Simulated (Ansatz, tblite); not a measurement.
# The cluster As7−: competing shapes

An exercise on one series of results from a longer session: the logs are not shown, and one member is left open.

The runs use Ansatz 0.2.0, Gaussian basis; relaxed with PBE0-D4/def2-SVPD, singlet.

11 further runs of the same task are left out: 9 that didn't finish, 2 set aside as unsound or not needed.

### The starting structure

7 atoms, charge -1, spin multiplicity 1.

Atoms are counted from 1 here; the program's logs count them from 0.

Bond lengths: As1–As2 2.411 Å, As1–As6 2.480 Å, As1–As7 2.410 Å, As2–As4 2.608 Å, As2–As7 2.358 Å, As3–As5 2.355 Å, As3–As6 2.443 Å, As3–As7 2.610 Å, As4–As5 2.356 Å, As4–As6 2.443 Å. Angles: As2–As1–As6 90.8°, As2–As1–As7 58.6°, As6–As1–As7 90.7°, As1–As2–As4 88.5°, As1–As2–As7 60.7°, As4–As2–As7 100.0°, As5–As3–As6 88.5°, As5–As3–As7 103.9°, As6–As3–As7 86.9°, As2–As4–As5 103.8°, As2–As4–As6 87.1°, As5–As4–As6 88.5°, As3–As5–As4 87.8°, As1–As6–As3 91.1°, As1–As6–As4 90.8°, As3–As6–As4 83.9°, As1–As7–As2 60.7°, As1–As7–As3 88.8° and more.

Coordinates:

```
As    0.1074   -2.1636   -0.5018
As   -0.7978   -1.1662    1.4975
As    1.4487    1.0841   -0.6003
As   -1.7412    0.7687    0.0254
As   -0.1828    2.5103    0.3230
As   -0.3392   -0.0876   -1.7827
As    1.5049   -0.9457    1.0388
```

The ion is computed in the gas phase, without counter-ions or solvent.

A search from random starts with GFN1-xTB found 11 distinct shapes; 3 go on here. The structure above is candidate A, which lies 0.00 eV above the lowest at that level; B lies 0.38 eV above the lowest at that level; C lies 1.73 eV above the lowest at that level.

Set-up of the first run:

in.yaml

```yaml
crystal:
  periodic: [false, false, false]
  atoms:
    - {symbol: As, position_ang: [0.107380, -2.163630, -0.501780]}
    - {symbol: As, position_ang: [-0.797820, -1.166180, 1.497530]}
    - {symbol: As, position_ang: [1.448740, 1.084130, -0.600270]}
    - {symbol: As, position_ang: [-1.741230, 0.768680, 0.025430]}
    - {symbol: As, position_ang: [-0.182780, 2.510320, 0.323000]}
    - {symbol: As, position_ang: [-0.339230, -0.087600, -1.782740]}
    - {symbol: As, position_ang: [1.504940, -0.945730, 1.038840]}
basis:
  gaussian: {orbitals: def2-SVPD}
total_charge: -1
hamiltonian: {xc: pbe0, dispersion: d4}
scf: {lower_state_search: "off"}
output: {orbitals: {seedname: orbitals}}
relax: {f_tol: 0.02, max_steps: 100}
```

Command:

```console
> ansatz run in.yaml --threads 4 --pin off --events-out ev --progress --plain --max-ram 4787MiB
```

Steps of the session up to this table: Relaxing candidate A; Relaxing candidate B; Relaxing candidate C; Candidate B, PBE0-D4/def2-SVP; Candidate B, PBE-D4/def2-SVP; Candidate B, r2SCAN-D4/def2-SVP; Candidate B, r2SCANh-D4/def2-SVP; Candidate B, BLYP-D4/def2-SVP; Candidate B, MP2/def2-SVPD; Candidate C, PBE0-D4/def2-SVP; Candidate C, PBE-D4/def2-SVP; Candidate C, r2SCAN-D4/def2-SVP; Candidate C, r2SCANh-D4/def2-SVP; Candidate C, BLYP-D4/def2-SVP.

One of the session's tables, all rows but one given; the rest of the session is left out.

It belongs to the step «C against A». 

| level | C above A (kcal/mol) |
| --- | --- |
| GFN1-xTB | +33.5 |
| GFN2-xTB | +14.3 |
| PBE-D4/def2-SVP | +34.7 |
| BLYP-D4/def2-SVP | +29.6 |
| r2SCAN-D4/def2-SVP | +33.8 |
| r2SCANh-D4/def2-SVP | ? |
| PBE0-D4/def2-SVP | +38.4 |

Estimate the missing values for r2SCANh-D4/def2-SVP.

As computed: C above A (kcal/mol): +35.1. In the column «C above A (kcal/mol)» it lies between PBE-D4/def2-SVP (+34.7) and PBE0-D4/def2-SVP (+38.4).

Limits of these values: The search was small, so a lower isomer may exist. Only singlets are compared; another spin may lie lower and prefer another shape. The anion's highest level is positive in at least one run, so there the basis alone may hold the extra electron.
